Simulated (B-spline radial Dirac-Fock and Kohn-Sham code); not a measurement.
# An X-ray data sheet for Ni¹⁹⁺, step by step

What does theory give for nickel as Ni¹⁹⁺? The session works out its X-ray form factor and Compton profile, the binding energy of each subshell, its photoionisation cross sections and the widths and yields of its core holes.

Method: a free atom or ion on a radial basis; each step names its model; computed with B-spline radial Dirac-Fock and Kohn-Sham code, version 2.

## (1) The atom as given

The Ni¹⁹⁺ ion, 1s2 2s2 2p5.

```
nuclear charge     : 28
electrons          : 9
mass number        : 58
nuclear rms radius : 3.7757 fm
```

Outer shells as boxes (Hund's rule, for the drawing alone; heavy ions are jj-coupled, and the calculation averages over the configuration):

```
[He] core
2s [↑↓]
2p [↑↓][↑↓][↑ ]
```

## (2) Form factor and Compton profile

Model: Dirac-Fock average of configuration, finite nucleus; form factor of the spherical density, Waller-Hartree incoherent function, impulse-approximation Compton profiles.

The run's settings:

```ini
task = scatter
Z = 28
charge = 19
configuration = 1s2 2s2 2p5
mass_number = 58
rms_radius = 3.7757  # fm
s = [0.0, 0.05, 0.1, 0.15, 0.2, 0.25, 0.3, 0.35, 0.4, 0.45, 0.5, 0.6, 0.7, 0.8, 0.9, 1.0, 1.1, 1.2, 1.4, 1.6, 1.8, 2.0, 2.5, 3.0, 3.5, 4.0, 5.0, 6.0]  # 1/A
pz = [0, 0.1, 0.13, 0.18, 0.23, 0.31, 0.41, 0.54, 0.71, 0.94, 1.2, 1.7, 2.2, 2.9, 3.8, 5.1, 6.7, 8.9, 12.0, 16.0, 21.0]  # a.u.
photon_energy = [1000, 2000, 5000, 17479.3, 50000, 200000, 500000, 1000000]  # eV
```

## (3) Hole states by ΔSCF

Model: Dirac-Fock average of configuration, Delta-SCF, finite nucleus, first-order Breit with its frequency dependence, self-energy and vacuum polarisation.

Settings, as recorded:

```ini
task = binding
```

## (4) Photoionisation

Model: independent-particle photoionisation: Dirac-Hartree-Slater potential of the initial state with a Latter tail for bound and continuum orbitals, all multipoles in the length form, thresholds from Dirac-Fock Delta-SCF.

Recorded inputs:

```ini
task = photo
photon_energy = [33.8, 40.81, 80, 100, 400, 410.0, 600, 1253.6, 1470.0, 1630.0, 2740.0, 11500.0, 40000, 43500.0, 59318.2, 64600.0]  # eV
```

## (5) Decay of the holes

Model: independent-particle rates: relativistic LDA orbitals of the hole state, multipoles to L = 3 (length form), Coulomb Auger matrix elements with a Latter-tail continuum; energies from Dirac-Fock.

The run's settings:

```ini
task = decay
holes = ["K", "L1"]
```

What does the calculation give? Wanted: rms radius of the electron cloud; form factor halves at; Compton profile at zero; deepest level listed, K; least bound, L2,3; K hole: width, yield.

As calculated:

```
                                quantity                          value
        rms radius of the electron cloud                     0.211 bohr
                   form factor halves at                        1.6 1/Å
                 Compton profile at zero                  0.5651 1/a.u.
            deepest level listed, K (1s)                      9199.9 eV
                  least bound, L2,3 (2p)                      1653.5 eV
ionisation energy, NIST (semi-empirical)                     1646.00 eV
                      total at 2740.0 eV                        76.8 kb
         strongest subshell at 2740.0 eV  L3 (2p3/2), 33.0 kb, β = 1.42
                    K hole: width, yield                0.978 eV, 0.466
                            its lifetime                       0.673 fs
                      its strongest line          Kα1 (K-L3), 7552.7 eV
```

The form factor starts at the 9 electrons and halves by s = 1.6 1/Å. Incoherent scattering outweighs coherent from 200 keV on, among the energies asked. The K (1s) level lies 17.3 eV under Koopmans' value by relaxation alone; Breit gives -9.65 and QED -4.65 eV. NIST's ionisation energy differs by -7.54 eV from the least binding energy; the calculation averages open shells over their j components and terms. At 2740.0 eV, L3 (2p3/2) gives 43 % of the photoabsorption; at 64600 eV the K shell gives 91 %. With a yield of 0.47, electron emission is the main way out for the K hole, in 0.67 fs. The Hartree-Fock and Dirac-Fock values hold no electron correlation.
